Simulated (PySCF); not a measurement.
**A gas-phase reaction: H2O2Zn + BH3O → BH3O2Zn + H2O**

Wanted: the reaction energy for `[OH][Zn][OH]` + `BO` → `B[O][Zn][OH]` + `O`.

Computed with PySCF 2.14.0; each step states its level. No surroundings beyond the atoms listed, unless a continuum is named. Atoms count from 0, parts from 1.

## (1) The system as given

Each species was relaxed by itself at PBE0-D3(BJ)/def2-SVPD.

## (2) Reaction energy: wB97M-D3(BJ)/def2-TZVPD

The job: settings as JSON, then the geometry in Å.

```
{"job": {"kind": "react", "xc": "wB97M-D3(BJ)", "basis": "def2-TZVPD"}, "charge": 0, "multiplicity": 1}
-1 H2O2Zn charge 0 multiplicity 1
O      0.621960    -1.625400     0.471560
Zn     0.175710     0.053210     0.109140
O     -0.047020     1.799340    -0.114230
H      0.070170    -2.331050     0.127040
H     -0.820830     2.103880    -0.593530

-1 BH3O charge 0 multiplicity 1
B      0.246040    -0.036070     0.343510
O     -0.380130     0.591490    -0.673270
H      0.929390     0.644800     1.066430
H      0.113530    -1.228810     0.503540
H     -0.912570     0.009270    -1.222340

+1 BH3O2Zn charge 0 multiplicity 1
B      1.395280    -0.710860    -0.826790
O      0.290480    -1.005090    -0.133090
Zn    -0.934540     0.070720     0.589920
O     -2.248440     0.936900     1.400680
H      2.088710    -1.622990    -1.231700
H      1.715490     0.445860    -1.058830
H     -2.306990     1.885470     1.259810

+1 H2O charge 0 multiplicity 1
O      0.002670     0.389370     0.003650
H     -0.764210    -0.189450    -0.001430
H      0.761550    -0.199890    -0.002230
```

Level: wB97M-D3(BJ)/def2-TZVPD reaction energy of separated species, gas phase.

Run with:

```
$ OMP_NUM_THREADS=1 python cluster_run.py task.json out
```

The driver reads the jobs from task.json and runs them one after another.

Standard output:

```text
species 1 (H2O2Zn)
coarse grid: 22744 points
cycle   1  E = -1930.9719344879  dE = -1.722e-01  |g| = 1.280e+00  |ddm| = 1.964e+00
cycle   2  E = -1930.7593637229  dE =  2.126e-01  |g| = 1.992e+00  |ddm| = 2.045e+00
cycle   3  E = -1931.2083377331  dE = -4.490e-01  |g| = 1.166e-01  |ddm| = 1.037e+00
cycle   4  E = -1931.2096793718  dE = -1.342e-03  |g| = 7.235e-02  |ddm| = 7.518e-02
cycle   5  E = -1931.2102514131  dE = -5.720e-04  |g| = 1.087e-02  |ddm| = 3.996e-02
cycle   6  E = -1931.2103017775  dE = -5.036e-05  |g| = 2.326e-03  |ddm| = 1.995e-02
cycle   7  E = -1931.2103064309  dE = -4.653e-06  |g| = 1.043e-03  |ddm| = 7.020e-03
final grid: 46200 points
cycle   8  E = -1931.2102208305  dE = -3.193e-07  |g| = 1.051e-03  |ddm| = 2.153e-03
cycle   9  E = -1931.2102207804  dE =  5.006e-08  |g| = 1.756e-03  |ddm| = 9.118e-04
cycle  10  E = -1931.2102209775  dE = -1.971e-07  |g| = 1.164e-04  |ddm| = 4.705e-04
cycle  11  E = -1931.2102209852  dE = -7.671e-09  |g| = 1.020e-04  |ddm| = 2.203e-04
cycle  12  E = -1931.2102209884  dE = -3.193e-09  |g| = 1.141e-05  |ddm| = 2.147e-04
cycle  13  E = -1931.2102209884  dE = -3.547e-11  |g| = 1.185e-06  |ddm| = 1.435e-05
converged SCF energy = -1931.2102209884

species 2 (BH3O)
coarse grid: 17776 points
cycle   1  E = -101.9061604422  dE =  5.415e-02  |g| = 5.801e-01  |ddm| = 1.415e+00
cycle   2  E = -101.8954373812  dE =  1.072e-02  |g| = 6.815e-01  |ddm| = 6.901e-01
cycle   3  E = -101.9711035390  dE = -7.567e-02  |g| = 3.003e-02  |ddm| = 3.465e-01
cycle   4  E = -101.9713957732  dE = -2.922e-04  |g| = 9.038e-03  |ddm| = 3.887e-02
cycle   5  E = -101.9714253116  dE = -2.954e-05  |g| = 1.458e-03  |ddm| = 1.366e-02
cycle   6  E = -101.9714266210  dE = -1.309e-06  |g| = 3.625e-04  |ddm| = 2.742e-03
final grid: 38536 points
cycle   7  E = -101.9713823304  dE = -6.859e-08  |g| = 1.247e-04  |ddm| = 1.677e-03
cycle   8  E = -101.9713823394  dE = -9.020e-09  |g| = 7.364e-05  |ddm| = 2.798e-04
cycle   9  E = -101.9713823409  dE = -1.477e-09  |g| = 2.779e-05  |ddm| = 6.666e-05
cycle  10  E = -101.9713823413  dE = -4.270e-10  |g| = 1.947e-05  |ddm| = 3.811e-05
converged SCF energy = -101.9713823413

species 3 (BH3O2Zn)
coarse grid: 30400 points
cycle   1  E = -1956.4698131443  dE = -3.926e-02  |g| = 1.279e+00  |ddm| = 2.431e+00
cycle   2  E = -1956.2588714199  dE =  2.109e-01  |g| = 1.993e+00  |ddm| = 2.686e+00
cycle   3  E = -1956.7061011504  dE = -4.472e-01  |g| = 1.064e-01  |ddm| = 1.310e+00
cycle   4  E = -1956.7073704056  dE = -1.269e-03  |g| = 7.446e-02  |ddm| = 9.562e-02
cycle   5  E = -1956.7080069364  dE = -6.365e-04  |g| = 1.326e-02  |ddm| = 5.136e-02
cycle   6  E = -1956.7080638463  dE = -5.691e-05  |g| = 2.525e-03  |ddm| = 1.934e-02
cycle   7  E = -1956.7080679654  dE = -4.119e-06  |g| = 1.487e-03  |ddm| = 7.398e-03
final grid: 62784 points
cycle   8  E = -1956.7079542184  dE = -2.149e-07  |g| = 1.745e-03  |ddm| = 3.297e-03
cycle   9  E = -1956.7079539212  dE =  2.972e-07  |g| = 2.528e-03  |ddm| = 2.453e-03
cycle  10  E = -1956.7079546945  dE = -7.733e-07  |g| = 1.631e-04  |ddm| = 1.232e-03
cycle  11  E = -1956.7079547023  dE = -7.831e-09  |g| = 1.270e-04  |ddm| = 1.784e-04
cycle  12  E = -1956.7079547077  dE = -5.406e-09  |g| = 1.300e-05  |ddm| = 3.393e-04
cycle  13  E = -1956.7079547077  dE = -3.683e-11  |g| = 7.314e-06  |ddm| = 2.432e-05
converged SCF energy = -1956.7079547077

species 4 (H2O)
coarse grid: 10128 points
cycle   1  E = -76.4117499781  dE = -7.453e-02  |g| = 5.872e-01  |ddm| = 8.994e-01
cycle   2  E = -76.4087431024  dE =  3.007e-03  |g| = 6.461e-01  |ddm| = 5.038e-01
cycle   3  E = -76.4759334370  dE = -6.719e-02  |g| = 2.731e-02  |ddm| = 2.374e-01
cycle   4  E = -76.4760586394  dE = -1.252e-04  |g| = 5.497e-03  |ddm| = 1.609e-02
cycle   5  E = -76.4760673162  dE = -8.677e-06  |g| = 8.214e-04  |ddm| = 5.831e-03
final grid: 21952 points
cycle   6  E = -76.4760630005  dE = -1.975e-07  |g| = 5.843e-04  |ddm| = 1.373e-03
cycle   7  E = -76.4760630074  dE = -6.840e-09  |g| = 6.466e-04  |ddm| = 6.469e-04
cycle   8  E = -76.4760630710  dE = -6.363e-08  |g| = 3.199e-05  |ddm| = 2.236e-04
cycle   9  E = -76.4760630718  dE = -8.228e-10  |g| = 4.134e-06  |ddm| = 1.105e-04
converged SCF energy = -76.4760630718

Reaction energy = -1.664 kcal/mol
```

Wall time 39 s (1 thread of Arm Neoverse N1, shared host); peak memory 0.7 GiB.

Species by species (with the dispersion term, which the log's SCF energies lack):

| ν | species | energy (Eh) | HOMO (eV) |
| --- | --- | --- | --- |
| -1 | [OH][Zn][OH] | -1931.21284 | -10.75 |
| -1 | BO | -101.97390 | -11.32 |
| +1 | B[O][Zn][OH] | -1956.71258 | -10.13 |
| +1 | O | -76.47682 | -11.72 |

## (3) Reaction energy: PBE0-D3(BJ)/def2-TZVPD

Settings changed since step 2:

```diff
@@ -1,2 +1,2 @@
-{"job": {"kind": "react", "xc": "wB97M-D3(BJ)", "basis": "def2-TZVPD"}, "charge": 0, "multiplicity": 1}
+{"job": {"kind": "react", "xc": "PBE0", "basis": "def2-TZVPD", "disp": "d3bj"}, "charge": 0, "multiplicity": 1}
 -1 H2O2Zn charge 0 multiplicity 1
```

Level: PBE0-D3(BJ)/def2-TZVPD reaction energy of separated species, gas phase.

Standard output:

```text
species 1 (H2O2Zn)
coarse grid: 22744 points
cycle   1  E = -1930.4324143969  dE = -3.798e-02  |g| = 1.458e+00  |ddm| = 2.080e+00
cycle   2  E = -1929.2881648867  dE =  1.144e+00  |g| = 3.090e+00  |ddm| = 3.091e+00
cycle   3  E = -1930.7384176720  dE = -1.450e+00  |g| = 1.052e-01  |ddm| = 2.202e+00
cycle   4  E = -1930.7377889064  dE =  6.288e-04  |g| = 1.570e-01  |ddm| = 1.422e-01
cycle   5  E = -1930.7405237657  dE = -2.735e-03  |g| = 1.014e-02  |ddm| = 6.191e-02
cycle   6  E = -1930.7405393138  dE = -1.555e-05  |g| = 4.855e-03  |ddm| = 1.237e-02
cycle   7  E = -1930.7405421234  dE = -2.810e-06  |g| = 3.624e-04  |ddm| = 2.891e-03
final grid: 46200 points
cycle   8  E = -1930.7405411492  dE = -2.935e-08  |g| = 3.662e-04  |ddm| = 9.768e-04
cycle   9  E = -1930.7405411271  dE =  2.215e-08  |g| = 5.743e-04  |ddm| = 5.430e-04
cycle  10  E = -1930.7405411652  dE = -3.810e-08  |g| = 5.621e-05  |ddm| = 2.714e-04
cycle  11  E = -1930.7405411657  dE = -4.779e-10  |g| = 9.550e-06  |ddm| = 4.136e-05
converged SCF energy = -1930.7405411657

species 2 (BH3O)
coarse grid: 4032 points
cycle   1  E = -101.7630929785  dE =  4.398e-02  |g| = 6.019e-01  |ddm| = 1.456e+00
cycle   2  E = -101.6444450158  dE =  1.186e-01  |g| = 1.005e+00  |ddm| = 9.531e-01
cycle   3  E = -101.8275454441  dE = -1.831e-01  |g| = 6.042e-02  |ddm| = 6.198e-01
cycle   4  E = -101.8283781092  dE = -8.327e-04  |g| = 1.574e-02  |ddm| = 5.177e-02
cycle   5  E = -101.8284402708  dE = -6.216e-05  |g| = 2.307e-03  |ddm| = 1.333e-02
cycle   6  E = -101.8284415098  dE = -1.239e-06  |g| = 3.123e-04  |ddm| = 2.048e-03
final grid: 38536 points
cycle   7  E = -101.8272723293  dE = -2.710e-05  |g| = 4.170e-03  |ddm| = 5.074e-02
cycle   8  E = -101.8272691972  dE =  3.132e-06  |g| = 5.994e-03  |ddm| = 4.953e-03
cycle   9  E = -101.8272755692  dE = -6.372e-06  |g| = 6.479e-04  |ddm| = 3.198e-03
cycle  10  E = -101.8272756547  dE = -8.547e-08  |g| = 1.041e-04  |ddm| = 5.564e-04
cycle  11  E = -101.8272756574  dE = -2.656e-09  |g| = 1.120e-05  |ddm| = 8.474e-05
cycle  12  E = -101.8272756574  dE = -2.387e-11  |g| = 1.549e-06  |ddm| = 9.917e-06
converged SCF energy = -101.8272756574

species 3 (BH3O2Zn)
coarse grid: 30400 points
cycle   1  E = -1955.8946222629  dE =  1.433e-02  |g| = 1.436e+00  |ddm| = 2.637e+00
cycle   2  E = -1954.8056808961  dE =  1.089e+00  |g| = 3.049e+00  |ddm| = 3.801e+00
cycle   3  E = -1956.1850972197  dE = -1.379e+00  |g| = 1.528e-01  |ddm| = 2.633e+00
cycle   4  E = -1956.1833875224  dE =  1.710e-03  |g| = 2.114e-01  |ddm| = 2.883e-01
cycle   5  E = -1956.1893672992  dE = -5.980e-03  |g| = 1.407e-02  |ddm| = 1.188e-01
cycle   6  E = -1956.1893920192  dE = -2.472e-05  |g| = 1.017e-02  |ddm| = 1.882e-02
cycle   7  E = -1956.1894090663  dE = -1.705e-05  |g| = 3.496e-03  |ddm| = 7.615e-03
cycle   8  E = -1956.1894107142  dE = -1.648e-06  |g| = 4.758e-04  |ddm| = 2.727e-03
final grid: 62784 points
cycle   9  E = -1956.1893812304  dE = -3.187e-08  |g| = 6.615e-04  |ddm| = 2.830e-03
cycle  10  E = -1956.1893810721  dE =  1.583e-07  |g| = 1.285e-03  |ddm| = 1.585e-03
cycle  11  E = -1956.1893813041  dE = -2.320e-07  |g| = 9.873e-05  |ddm| = 9.104e-04
cycle  12  E = -1956.1893813064  dE = -2.232e-09  |g| = 5.703e-06  |ddm| = 1.163e-04
cycle  13  E = -1956.1893813064  dE = -4.547e-13  |g| = 5.241e-06  |ddm| = 7.298e-06
converged SCF energy = -1956.1893813064

species 4 (H2O)
coarse grid: 2328 points
cycle   1  E = -76.3044301363  dE = -5.297e-03  |g| = 6.571e-01  |ddm| = 9.011e-01
cycle   2  E = -76.1882115460  dE =  1.162e-01  |g| = 1.036e+00  |ddm| = 7.256e-01
cycle   3  E = -76.3820298092  dE = -1.938e-01  |g| = 3.132e-02  |ddm| = 4.396e-01
cycle   4  E = -76.3822121121  dE = -1.823e-04  |g| = 5.864e-03  |ddm| = 1.606e-02
cycle   5  E = -76.3822172510  dE = -5.139e-06  |g| = 7.850e-04  |ddm| = 2.507e-03
final grid: 21952 points
cycle   6  E = -76.3808944294  dE = -1.510e-05  |g| = 3.449e-03  |ddm| = 9.306e-03
cycle   7  E = -76.3808924629  dE =  1.966e-06  |g| = 4.753e-03  |ddm| = 3.321e-03
cycle   8  E = -76.3808961804  dE = -3.718e-06  |g| = 2.517e-04  |ddm| = 1.965e-03
cycle   9  E = -76.3808961910  dE = -1.061e-08  |g| = 2.398e-05  |ddm| = 1.101e-04
cycle  10  E = -76.3808961911  dE = -1.119e-10  |g| = 3.293e-06  |ddm| = 1.515e-05
converged SCF energy = -76.3808961911

Reaction energy = -1.837 kcal/mol
```

It took 20 s on 1 thread of Arm Neoverse N1, shared host; peak memory 0.63 GiB.

Reaction energy at this level: -1.84 kcal/mol.

## (4) Reaction energy: MP2/def2-TZVPD

Settings changed since step 3:

```diff
@@ -1,2 +1,2 @@
-{"job": {"kind": "react", "xc": "PBE0", "basis": "def2-TZVPD", "disp": "d3bj"}, "charge": 0, "multiplicity": 1}
+{"job": {"kind": "react", "xc": "MP2", "basis": "def2-TZVPD"}, "charge": 0, "multiplicity": 1}
 -1 H2O2Zn charge 0 multiplicity 1
```

With the program's defaults for keys left out, this is: MP2/def2-TZVPD reaction energy of separated species, gas phase.

Standard output:

```text
species 1 (H2O2Zn)
final grid: 46200 points
cycle   1  E = -1928.6682486769  dE = -3.588e-01  |g| = 8.205e-01  |ddm| = 1.933e+00
cycle   2  E = -1928.7242914414  dE = -5.604e-02  |g| = 7.117e-01  |ddm| = 1.010e+00
cycle   3  E = -1928.7891683559  dE = -6.488e-02  |g| = 8.296e-02  |ddm| = 3.188e-01
cycle   4  E = -1928.7899954837  dE = -8.271e-04  |g| = 4.234e-02  |ddm| = 6.456e-02
cycle   5  E = -1928.7902762283  dE = -2.807e-04  |g| = 8.301e-03  |ddm| = 3.890e-02
cycle   6  E = -1928.7903096608  dE = -3.343e-05  |g| = 2.364e-03  |ddm| = 1.513e-02
cycle   7  E = -1928.7903143237  dE = -4.663e-06  |g| = 6.390e-04  |ddm| = 5.966e-03
cycle   8  E = -1928.7903146169  dE = -2.932e-07  |g| = 1.432e-04  |ddm| = 1.201e-03
cycle   9  E = -1928.7903146315  dE = -1.458e-08  |g| = 4.178e-05  |ddm| = 2.744e-04
cycle  10  E = -1928.7903146328  dE = -1.329e-09  |g| = 1.080e-05  |ddm| = 1.257e-04
cycle  11  E = -1928.7903146329  dE = -8.504e-11  |g| = 3.720e-06  |ddm| = 4.066e-05
converged SCF energy = -1928.7903146329

species 2 (BH3O)
final grid: 38536 points
cycle   1  E = -101.3222179033  dE =  2.462e-02  |g| = 4.633e-01  |ddm| = 1.356e+00
cycle   2  E = -101.3584705436  dE = -3.625e-02  |g| = 2.742e-01  |ddm| = 3.957e-01
cycle   3  E = -101.3709289558  dE = -1.246e-02  |g| = 4.213e-02  |ddm| = 1.498e-01
cycle   4  E = -101.3714715349  dE = -5.426e-04  |g| = 6.845e-03  |ddm| = 4.581e-02
cycle   5  E = -101.3714924129  dE = -2.088e-05  |g| = 1.224e-03  |ddm| = 1.180e-02
cycle   6  E = -101.3714933233  dE = -9.104e-07  |g| = 2.962e-04  |ddm| = 2.486e-03
cycle   7  E = -101.3714933699  dE = -4.668e-08  |g| = 7.200e-05  |ddm| = 5.739e-04
cycle   8  E = -101.3714933730  dE = -3.019e-09  |g| = 1.795e-05  |ddm| = 1.470e-04
cycle   9  E = -101.3714933732  dE = -2.334e-10  |g| = 4.155e-06  |ddm| = 3.909e-05
converged SCF energy = -101.3714933732

species 3 (BH3O2Zn)
final grid: 62784 points
cycle   1  E = -1953.9710393384  dE = -1.854e-01  |g| = 8.354e-01  |ddm| = 2.364e+00
cycle   2  E = -1954.0378281182  dE = -6.679e-02  |g| = 7.159e-01  |ddm| = 1.388e+00
cycle   3  E = -1954.1038329883  dE = -6.600e-02  |g| = 8.819e-02  |ddm| = 3.769e-01
cycle   4  E = -1954.1050607941  dE = -1.228e-03  |g| = 5.003e-02  |ddm| = 1.058e-01
cycle   5  E = -1954.1054436970  dE = -3.829e-04  |g| = 9.504e-03  |ddm| = 5.290e-02
cycle   6  E = -1954.1054785017  dE = -3.480e-05  |g| = 2.533e-03  |ddm| = 1.602e-02
cycle   7  E = -1954.1054837998  dE = -5.298e-06  |g| = 8.104e-04  |ddm| = 7.022e-03
cycle   8  E = -1954.1054841981  dE = -3.983e-07  |g| = 3.248e-04  |ddm| = 1.792e-03
cycle   9  E = -1954.1054842411  dE = -4.302e-08  |g| = 1.216e-04  |ddm| = 4.625e-04
cycle  10  E = -1954.1054842484  dE = -7.297e-09  |g| = 3.418e-05  |ddm| = 2.300e-04
cycle  11  E = -1954.1054842493  dE = -8.249e-10  |g| = 8.119e-06  |ddm| = 1.198e-04
converged SCF energy = -1954.1054842493

species 4 (H2O)
final grid: 21952 points
cycle   1  E = -76.0248950180  dE = -1.467e-01  |g| = 4.364e-01  |ddm| = 8.776e-01
cycle   2  E = -76.0503810466  dE = -2.549e-02  |g| = 2.594e-01  |ddm| = 2.972e-01
cycle   3  E = -76.0608899623  dE = -1.051e-02  |g| = 2.594e-02  |ddm| = 1.025e-01
cycle   4  E = -76.0610473195  dE = -1.574e-04  |g| = 5.694e-03  |ddm| = 1.523e-02
cycle   5  E = -76.0610616866  dE = -1.437e-05  |g| = 1.176e-03  |ddm| = 5.302e-03
cycle   6  E = -76.0610625763  dE = -8.897e-07  |g| = 2.235e-04  |ddm| = 1.658e-03
cycle   7  E = -76.0610626130  dE = -3.670e-08  |g| = 3.304e-05  |ddm| = 3.733e-04
cycle   8  E = -76.0610626137  dE = -6.653e-10  |g| = 4.159e-06  |ddm| = 3.886e-05
converged SCF energy = -76.0610626137

Reaction energy = -2.320 kcal/mol
```

Wall time 10 s (1 thread of Arm Neoverse N1, shared host); peak memory 0.56 GiB.

Reaction energy at this level: -2.32 kcal/mol.

## (5) Comparing the runs

Energies in kcal/mol, with wall time:

```csv
run,reaction,time
wB97M-D3(BJ)/def2-TZVPD,-1.66,39 s
PBE0-D3(BJ)/def2-TZVPD,-1.84,20 s
MP2/def2-TZVPD,-2.32,10 s
```

## (6) Results

```
                                                quantity                    value
               reaction energy (wB97M-D3(BJ)/def2-TZVPD)           -1.66 kcal/mol
                     ΔH, ΔG at 298 K (xTB thermal terms)      -2.2, -1.7 kcal/mol
range of the reaction energy over the runs of this table  -2.32 to -1.66 kcal/mol
```

**Reading.** The reaction is exothermic by 2.2 kcal/mol in the gas phase; dispersion gives -0.15, and xTB itself gave -1.47 for the electronic energy (xTB energies and thermal terms come from the earlier relaxation of each species, not shown). No barrier was sought. The reaction energy runs from -2.32 (MP2/def2-TZVPD) to -1.66 kcal/mol (wB97M-D3(BJ)/def2-TZVPD).
